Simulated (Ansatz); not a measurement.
# FH2SeSi radical: functionals against CCSD(T) at one geometry

A test off equilibrium: a structure displaced at random from a GFN2-xTB minimum is computed at several levels, and each is set against CCSD(T).

Computed with Ansatz 0.2.0, Gaussian basis. Level: single points in def2-TZVPP.

Correlated methods freeze the cores. Filled d shells of the heavier atoms are correlated. Orbitals are unrestricted.

**1. Starting geometry**

SMILES `F[SiH][SeH]`, 5 atoms, charge 0, spin multiplicity 2.

Atoms are counted from 1 here; the program's logs count them from 0.

Bond lengths: F1–Si2 1.690 Å, Si2–Se3 2.386 Å, Si2–H4 1.495 Å, Se3–H5 1.592 Å. Angles: F1–Si2–Se3 98.5°, F1–Si2–H4 96.7°, Se3–Si2–H4 103.8°, Si2–Se3–H5 96.7°.

As a file:

```xyz
5

F    -0.6093   -1.5096    1.2185
Si   -0.8837   -0.1160    0.3030
Se    1.3423    0.7433    0.2958
H    -1.0073   -0.7986   -1.0218
H     1.0961    1.8847   -0.7867
```

**2. CCSD(T)/def2-TZVPP**

Input file run/in.yaml:

```yaml
crystal:
  periodic: [false, false, false]
  atoms:
    - {symbol: F, position_ang: [-0.609300, -1.509600, 1.218500]}
    - {symbol: Si, position_ang: [-0.883700, -0.116000, 0.303000]}
    - {symbol: Se, position_ang: [1.342300, 0.743300, 0.295800]}
    - {symbol: H, position_ang: [-1.007300, -0.798600, -1.021800]}
    - {symbol: H, position_ang: [1.096100, 1.884700, -0.786700]}
basis:
  gaussian: {orbitals: def2-TZVPP}
magnetization: {spin_polarized: true, initial_magnetization: 1}
correlation: {method: ccsd_t}
scf: {omitted_lower_state_checks: [cluster_reference]}
```

No record of the launch command was kept for these runs.

**3. PBE0-D4/def2-TZVPP**

run/in.yaml, as its differences from that of step 2:

```diff
@@ -11,3 +11,3 @@
 magnetization: {spin_polarized: true, initial_magnetization: 1}
-correlation: {method: ccsd_t}
-scf: {omitted_lower_state_checks: [cluster_reference]}
+hamiltonian: {xc: pbe0, dispersion: d4}
+output: {forces: true, orbitals: {seedname: orbitals}}
```

**4. wB97M-V/def2-TZVPP**

run/in.yaml, as its differences from that of step 3:

```diff
@@ -11,3 +11,3 @@
 magnetization: {spin_polarized: true, initial_magnetization: 1}
-hamiltonian: {xc: pbe0, dispersion: d4}
-output: {forces: true, orbitals: {seedname: orbitals}}
+hamiltonian: {xc: {name: wB97M-V}}
+output: {forces: true}
```

**5. r2SCAN-D4/def2-TZVPP**

run/in.yaml, as its differences from that of step 4:

```diff
@@ -11,3 +11,3 @@
 magnetization: {spin_polarized: true, initial_magnetization: 1}
-hamiltonian: {xc: {name: wB97M-V}}
+hamiltonian: {xc: r2scan, dispersion: d4}
 output: {forces: true}
```

**6. PBE-D4/def2-TZVPP**

run/in.yaml, as its differences from that of step 5:

```diff
@@ -11,3 +11,3 @@
 magnetization: {spin_polarized: true, initial_magnetization: 1}
-hamiltonian: {xc: r2scan, dispersion: d4}
+hamiltonian: {xc: pbe, dispersion: d4}
 output: {forces: true}
```

**7. CAM-B3LYP-D4/def2-TZVPP**

run/in.yaml, as its differences from that of step 6:

```diff
@@ -11,3 +11,3 @@
 magnetization: {spin_polarized: true, initial_magnetization: 1}
-hamiltonian: {xc: pbe, dispersion: d4}
+hamiltonian: {xc: {name: CAM-B3LYP}, dispersion: d4}
 output: {forces: true}
```

**8. BHLYP-D4/def2-TZVPP**

run/in.yaml, as its differences from that of step 7:

```diff
@@ -11,3 +11,3 @@
 magnetization: {spin_polarized: true, initial_magnetization: 1}
-hamiltonian: {xc: {name: CAM-B3LYP}, dispersion: d4}
+hamiltonian: {xc: {name: BHLYP}, dispersion: d4}
 output: {forces: true}
```

(Steps that only read results are left out.)

What does the calculation give? Wanted: energy less free atoms, CCSD(T)/def2-TZVPP; RMS force component; HOMO and LUMO, PBE0-D4; T1 diagnostic.

As calculated:

| quantity | value |
| --- | --- |
| energy less free atoms, CCSD(T)/def2-TZVPP | -1371.2 kJ/mol |
| RMS force component | 0.911 to 1.352 eV/Å over the methods |
| HOMO and LUMO, PBE0-D4 | -6.87 and -3.67 eV |
| T1 diagnostic | 0.016 |

What this shows: Against CCSD(T) the functionals' energies less atoms differ by -86.6 to +11.0 kJ/mol, PBE-D4 by -86.6 kJ/mol. CCSD(T) in triple zeta still lacks some correlation energy of the bonds, so part of these gaps is its own basis error and they don't rank the functionals. No sound CCSD(T) forces are at hand. Among the functionals the RMS force differs by up to 48 %.
